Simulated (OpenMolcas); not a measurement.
# La: CASSCF and CASPT2 terms and fine-structure levels

Which level of La lies lowest, and where do the others fall? The reference wave functions come first, then spin-orbit coupling, then second-order correlation under several settings.

Method: state-averaged CASSCF and CASPT2, spin-orbit coupling by RASSI with atomic mean-field integrals. Code: OpenMolcas 26.06.

## Step 1: The system

| Item | Value |
| --- | --- |
| Species | La (lanthanum, Z = 57, 57 electrons) |
| Basis | ANO-RCC-VTZP [8s7p5d3f2g1h], 104 functions |
| Scalar Hamiltonian | X2C, point nucleus |
| Inactive shells | 1s 2s 2p 3s 3p 3d 4s 4p 4d 5s 5p |
| Active space | 3 electrons in 6 orbitals (5d 6s) |
| Some configurations of this space | 5d 6s2, 5d2 6s, 5d3 |
| Orbitals | optimised for the ground-state spin in each parity, averaged over the low roots |

Outer shells as boxes (Hund's rule):

5d 6s2
```
5d [↑ ][  ][  ][  ][  ]
6s [↑↓]
```

5d2 6s
```
5d [↑ ][↑ ][  ][  ][  ]
6s [↑ ]
```

5d3
```
5d [↑ ][↑ ][↑ ][  ][  ]
```

The work runs as a chain of OpenMolcas steps in one folder; each step below is one input file. Labels, J, g values, rates, χT and fits are worked out afterwards by a script from the matrices that RASSI stores.

## Step 2: One- and two-electron integrals

Contents of a.inp:

```
&GATEWAY
Coord
1

La 0.0 0.0 0.0
Basis=ANO-RCC-VTZP
Group=XYZ
NoMove
AngMom=0.0 0.0 0.0
AMFI
RX2C
&SEWARD
```

The run is started by

```console
OMP_NUM_THREADS=1 MOLCAS_MEM=2252 MOLCAS_PROJECT=a pymolcas a.inp > a.log
```

## Step 3: Reference wave functions, doublets of even parity, 65 roots

Contents of a.inp:

```
&RASSCF
FileOrb=start.orb
Symmetry=1
Spin=2
nActEl=3 0 0
Inactive=15 12
Ras2=6 0
CIRoot=65 65 1
SDav=70
CIMx=300
Iter=120 100
PrWF=0.3
OrbListing=Nothing
MaxOrb=0
Atom
>>> COPY $Project.JobIph JOB001
```

start.orb holds the contracted functions of the basis, ordered by shell, or the orbitals of the step before.

## Step 4: Reference wave functions, quartets of even parity, 20 roots

Contents of a.inp:

```
&RASSCF
FileOrb=start.orb
Symmetry=1
Spin=4
nActEl=3 0 0
Inactive=15 12
Ras2=6 0
CIRoot=20 20 1
SDav=20
CIMx=300
Iter=120 100
PrWF=0.3
OrbListing=Nothing
MaxOrb=0
Atom
CIOnly
>>> COPY $Project.JobIph JOB002
```

## Step 5: State interaction with spin-orbit coupling

Contents of a.inp:

```
&RASSI
NrOfJobIphs=2 38 20
1 2 3 4 5 6 7 8 9 10 11 12 13 14 15 16 17 18 19 20 21 22 23 24 25 26 27
28 29 30 31 32 33 34 35 36 37 38
1 2 3 4 5 6 7 8 9 10 11 12 13 14 15 16 17 18 19 20
IphNames
JOB001
JOB002
EJob
SpinOrbit
DIPRint=1.0
SOCoupling=1000.0
Subsets=2
MEES
Property=10
'ANGMOM' 1 'ANGMOM' 2 'ANGMOM' 3 'MLTPL  1' 1 'MLTPL  1' 2 'MLTPL  1' 3
'AMFI' 1 'AMFI' 2 'AMFI' 3 'MLTPL  2' 6
SOProperty=3
'ANGMOM' 1 'ANGMOM' 2 'ANGMOM' 3
```

## Step 6: CASPT2: IPEA 0.2 (closed shells correlated: 5s 5p), extended multistate

Contents of a.inp:

```
>>> COPY JOB001 $Project.JobIph
&CASPT2
XMultistate=38 1 2 3 4 5 6 7 8 9 10 11 12 13 14 15 16 17 18 19 20 21 22
23 24 25 26 27 28 29 30 31 32 33 34 35 36 37 38
Frozen=14 9
IPEA=0.2
MaxIter=60
WThr=0.0 0.3 0.05
PrWF=0.5
NoMix
>>> COPY JOB002 $Project.JobIph
&CASPT2
XMultistate=20 1 2 3 4 5 6 7 8 9 10 11 12 13 14 15 16 17 18 19 20
Frozen=14 9
IPEA=0.2
MaxIter=60
WThr=0.0 0.3 0.05
PrWF=0.5
NoMix
```

## Step 7: CASPT2: IPEA 0.75, imaginary shift 0.05 (closed shells correlated: 4d 5s 5p), extended multistate

Changes to a.inp since step 6:

```diff
@@ -4,4 +4,5 @@
 23 24 25 26 27 28 29 30 31 32 33 34 35 36 37 38
-Frozen=14 9
-IPEA=0.2
+Frozen=9 9
+IPEA=0.75
+Imaginary=0.05
 MaxIter=60
@@ -13,4 +14,5 @@
 XMultistate=20 1 2 3 4 5 6 7 8 9 10 11 12 13 14 15 16 17 18 19 20
-Frozen=14 9
-IPEA=0.2
+Frozen=9 9
+IPEA=0.75
+Imaginary=0.05
 MaxIter=60
```

## Step 8: CASPT2: IPEA 0.4, imaginary shift 0.3 (closed shells correlated: none), extended multistate

Changes to a.inp since step 7:

```diff
@@ -4,5 +4,5 @@
 23 24 25 26 27 28 29 30 31 32 33 34 35 36 37 38
-Frozen=9 9
-IPEA=0.75
-Imaginary=0.05
+Frozen=15 12
+IPEA=0.4
+Imaginary=0.3
 MaxIter=60
@@ -14,5 +14,5 @@
 XMultistate=20 1 2 3 4 5 6 7 8 9 10 11 12 13 14 15 16 17 18 19 20
-Frozen=9 9
-IPEA=0.75
-Imaginary=0.05
+Frozen=15 12
+IPEA=0.4
+Imaginary=0.3
 MaxIter=60
```

(Steps that only read results are left out.)

**Question.** What will these runs give? Wanted: lowest level; first excited level; lowest level of another term; spin-orbit lowering of the lowest level; strongest of the lines computed, by gA.

**Answer**, as computed:

```
                                                                                   quantity                                                   value
                                                                                     method  XMS-CASPT2, IPEA 0.2 (closed shells correlated: 5s 5p)
                                                                               lowest level             5d 6s2 2D 3/2, 91 % of that term, g = 0.799
                                                                ground level listed by NIST                                                   2D3/2
                                                                        first excited level                               5d 6s2 2D 5/2 at 915 cm-1
                                                               lowest level of another term                              5d2 6s 4F 3/2 at 3310 cm-1
                                                    spin-orbit lowering of the lowest level                                                569 cm-1
strongest of the lines computed, by gA (one parity, so forbidden lines), at CASSCF energies  5d3 4F 9/2 → 5d2 6s 4F 9/2, 945.9 nm, A = 1.68e+00 s⁻¹
```

Cost and accuracy by method:

| method | time of its own steps | time with the reference | mean absolute difference from method B (cm-1) |
| --- | --- | --- | --- |
| A. CASSCF | 34 s | 34 s | 1800 |
| B. XMS-CASPT2, IPEA 0.2, +5s 5p | 19 s | 53 s | 0 |
| C. XMS-CASPT2, IPEA 0.75, imaginary shift 0.05, +4d 5s 5p | 27 s | 61 s | 540 |
| D. XMS-CASPT2, IPEA 0.4, imaginary shift 0.3, +none | 7.8 s | 42 s | 710 |

Times are of one thread on a shared host.

In words: The multiplet 2D is regular. Only the configurations of the active space and the roots asked for are present. The quartets rest on orbitals optimised for another spin in at least one step, which raises them against the optimised states. Not all states of the active space went into the spin-orbit step. CASPT2 does not keep the components of a term degenerate, and the means are used. Reference weights range from 0.80 to 0.90, which points to intruder states or a small active space for some roots. Configurations with different d counts are hard to place against each other, and can be off by thousands to tens of thousands of cm-1. Only valence configurations of the active space appear, up to the ionisation limit; * or ° marks odd parity.
